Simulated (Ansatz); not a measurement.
# FGaH4O2Si: the cost of one run

Computed with Ansatz 0.2.0, Gaussian basis. Level: the settings change from run to run.

**1. The molecule**

An earlier PBE0-D4 in a triple-zeta def2 set relaxation fixed the geometry.

9 atoms, charge 0, spin multiplicity 1.

Atoms are counted from 1 here; the program's logs count them from 0.

Bond lengths: O1–Ga2 1.760 Å, O1–H6 0.961 Å, Ga2–F3 1.748 Å, Ga2–O4 1.750 Å, O4–Si5 1.640 Å, Si5–H7 1.487 Å, Si5–H8 1.484 Å, Si5–H9 1.487 Å. Angles: Ga2–O1–H6 112.7°, O1–Ga2–F3 119.5°, O1–Ga2–O4 121.7°, F3–Ga2–O4 118.8°, Ga2–O4–Si5 138.3°, O4–Si5–H7 110.8°, O4–Si5–H8 107.8°, O4–Si5–H9 110.7°, H7–Si5–H8 109.4°, H7–Si5–H9 108.7°, H8–Si5–H9 109.4°.

**2. wPBEh/cc-pVTZ-DK**

File in.yaml:

```yaml
crystal:
  periodic: [false, false, false]
  atoms:
    - {symbol: O, position_ang: [-2.341531, 1.494996, 0.865505]}
    - {symbol: Ga, position_ang: [-0.692072, 1.008883, 0.490694]}
    - {symbol: F, position_ang: [0.625127, 2.110476, 0.816806]}
    - {symbol: O, position_ang: [-0.330131, -0.555900, -0.203785]}
    - {symbol: Si, position_ang: [0.985467, -1.406460, -0.688801]}
    - {symbol: H, position_ang: [-2.391487, 2.377690, 1.241328]}
    - {symbol: H, position_ang: [1.721072, -0.677734, -1.756470]}
    - {symbol: H, position_ang: [0.513484, -2.710035, -1.217402]}
    - {symbol: H, position_ang: [1.910091, -1.641927, 0.452135]}
basis:
  gaussian: {orbitals: cc-pVTZ-DK}
hamiltonian: {xc: {name: wPBEh}}
output: {forces: true}
```

On the command line:

```
$ ansatz run in.yaml --threads 4 --pin off --events-out ev --progress --plain --max-ram 10444MiB
```

**Question.** How long does this run take on 4 threads of Intel Xeon Platinum 8488C, shared host, and how much memory does it need?

About 4 s, with a peak of 0.71 GiB.
